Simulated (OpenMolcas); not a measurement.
**W²⁺ among point charges: CASSCF and CASPT2 levels and susceptibility, part 1 of 2**

Aim: the splitting of the states of W²⁺ in the field of 6 point charges, its lowest levels with spin-orbit coupling and its magnetic susceptibility.

Program: OpenMolcas 26.06. Level of theory: state-averaged CASSCF and CASPT2, spin-orbit coupling by RASSI with atomic mean-field integrals. These are calculated values, not measurements, unless marked.

**1. What is computed**

```
Species                           : W²⁺ (tungsten, Z = 74, 72 electrons)
Basis                             : ANO-RCC-VDZP [7s6p4d2f1g], 68 functions
Scalar Hamiltonian                : DKH2, point nucleus
Inactive shells                   : 1s 2s 2p 3s 3p 3d 4s 4p 4d 4f 5s 5p
Active space                      : 4 electrons in 5 orbitals (5d)
Some configurations of this space : 5d4
Orbitals                          : optimised for each spin and parity, averaged over all roots
```

The outer shells:

5d4
```
5d [↑ ][↑ ][↑ ][↑ ][  ]
```

The ion sits among 6 point charges of -1.7 e arranged as a trigonal prism (D3h), 2.47 Å from the ion, with a polar angle of 50.6° against the regular 49.1°.

Each step is its own input file, run in one work folder so that later steps find the files of earlier ones. Labels, J, g values, rates, χT and fits are worked out afterwards by a script from the matrices that RASSI stores.

**2. GATEWAY and SEWARD: basis and integrals**

Contents of a.inp:

```
&GATEWAY
Coord
1

W 0.0 0.0 0.0
Basis=ANO-RCC-VDZP
Group=NoSym
NoMove
AngMom=0.0 0.0 0.0
AMFI
XField
6 Angstrom 0
1.907913 0.000000 1.568684 -1.700000
-0.953956 1.652301 1.568684 -1.700000
-0.953956 -1.652301 1.568684 -1.700000
1.907913 0.000000 -1.568684 -1.700000
-0.953956 1.652301 -1.568684 -1.700000
-0.953956 -1.652301 -1.568684 -1.700000
&SEWARD
```

Command:

```sh
OMP_NUM_THREADS=1 MOLCAS_MEM=1689 MOLCAS_PROJECT=a pymolcas a.inp > a.log
```

Log:

```text
Basis set label: W.ANO-RCC...7S6P4D2F1G.

      Electronic valence basis set:
      ------------------
      Associated Effective Charge  74.000000 au
      Associated Actual Charge     74.000000 au
      Nuclear Model: Point charge

      Shell  nPrim  nBasis  Cartesian Spherical Contaminant
         s      24       7        X
         p      21       6        X
         d      15       4                 X
         f      11       2                 X
         g       4       1                 X
                  Relativistic Douglas-Kroll-Hess integrals:
                    - DKH order of Hamiltonian: 2
                    - DKH order of Properties : 0
                  Atomic mean-field integrals
```

**3. Reference wave functions, quintets, 5 roots**

Contents of a.inp:

```
&RASSCF
FileOrb=start.orb
Symmetry=1
Spin=5
nActEl=4 0 0
Inactive=34
Ras2=5
CIRoot=5 5 1
SDav=5
CIMx=300
Iter=120 100
PrWF=0.3
OrbListing=Nothing
MaxOrb=0
>>> COPY $Project.JobIph JOB001
```

Command:

```sh
OMP_NUM_THREADS=1 MOLCAS_MEM=1689 MOLCAS_PROJECT=a pymolcas a.inp > a.log
```

start.orb holds the contracted functions of the basis, ordered by shell, or the orbitals of the step before.

Log, cut to the lines that bear on the results:

```text
[...]
      Number of active orbitals                  5
[...]
      Spin quantum number                      2.0
[...]
      Active orbitals                            5
[...]
      Number of CSFs                             5
      Number of root(s) required                 5
[...]
      Convergence after 21 iterations
[...]
      Natural orbitals and occupation numbers for root  1
      sym 1:   1.000000  -0.000000   1.000000   1.000000   1.000000
      Natural orbitals and occupation numbers for root  2
      sym 1:   1.000000   1.000000  -0.000000   1.000000   1.000000
      Natural orbitals and occupation numbers for root  3
      sym 1:   1.000000   0.000000   1.000000   1.000000   1.000000
::    RASSCF root number  1 Total energy: -16131.00101398
::    RASSCF root number  2 Total energy: -16131.00101392
::    RASSCF root number  3 Total energy: -16130.97235144
::    RASSCF root number  4 Total energy: -16130.96225293
::    RASSCF root number  5 Total energy: -16130.96225292
```

**4. CASSCF: triplets, 45 roots**

Contents of a.inp:

```
&RASSCF
FileOrb=start.orb
Symmetry=1
Spin=3
nActEl=4 0 0
Inactive=34
Ras2=5
CIRoot=45 45 1
SDav=45
CIMx=300
Iter=120 100
PrWF=0.3
OrbListing=Nothing
MaxOrb=0
>>> COPY $Project.JobIph JOB002
```

Command:

```sh
OMP_NUM_THREADS=1 MOLCAS_MEM=1689 MOLCAS_PROJECT=a pymolcas a.inp > a.log
```

Log, cut to the lines that bear on the results:

```text
[...]
      Number of active orbitals                  5
[...]
      Spin quantum number                      1.0
[...]
      Active orbitals                            5
[...]
      Number of CSFs                            45
      Number of root(s) required                45
[...]
      Convergence after 17 iterations
[...]
      Natural orbitals and occupation numbers for root  1
      sym 1:   0.053353   0.968370   1.956555   0.053353   0.968370
      Natural orbitals and occupation numbers for root  2
      sym 1:   0.145172   0.925513   0.994241   0.136327   1.798747
      Natural orbitals and occupation numbers for root  3
      sym 1:   0.136327   1.798745   0.994262   0.145172   0.925494
::    RASSCF root number  1 Total energy: -16130.95659242
::    RASSCF root number  2 Total energy: -16130.94435717
::    RASSCF root number  3 Total energy: -16130.94435717
[...]
::    RASSCF root number 27 Total energy: -16130.89187415
::    RASSCF root number 28 Total energy: -16130.88847157
::    RASSCF root number 29 Total energy: -16130.88164269
::    RASSCF root number 30 Total energy: -16130.88015001
```

**5. CASSCF: singlets, 50 roots**

Contents of a.inp:

```
&RASSCF
FileOrb=start.orb
Symmetry=1
Spin=1
nActEl=4 0 0
Inactive=34
Ras2=5
CIRoot=50 50 1
SDav=50
CIMx=300
Iter=120 100
PrWF=0.3
OrbListing=Nothing
MaxOrb=0
>>> COPY $Project.JobIph JOB003
```

Log, cut to the lines that bear on the results:

```text
[...]
      Number of active orbitals                  5
[...]
      Spin quantum number                      0.0
[...]
      Active orbitals                            5
[...]
      Number of CSFs                            50
      Number of root(s) required                50
[...]
      Convergence after 13 iterations
[...]
      Natural orbitals and occupation numbers for root  1
      sym 1:   0.023663   0.020228   1.957066   0.999907   0.999137
      Natural orbitals and occupation numbers for root  2
      sym 1:   0.023663   0.020228   1.957021   1.006109   0.992979
      Natural orbitals and occupation numbers for root  3
      sym 1:   0.083143   0.083143   1.649856   1.091920   1.091937
::    RASSCF root number  1 Total energy: -16130.92573060
::    RASSCF root number  2 Total energy: -16130.92573059
::    RASSCF root number  3 Total energy: -16130.92517397
[...]
::    RASSCF root number 27 Total energy: -16130.85836084
::    RASSCF root number 28 Total energy: -16130.84806281
::    RASSCF root number 29 Total energy: -16130.84806281
::    RASSCF root number 30 Total energy: -16130.83485563
```

(Continued in part 2 of 2.)
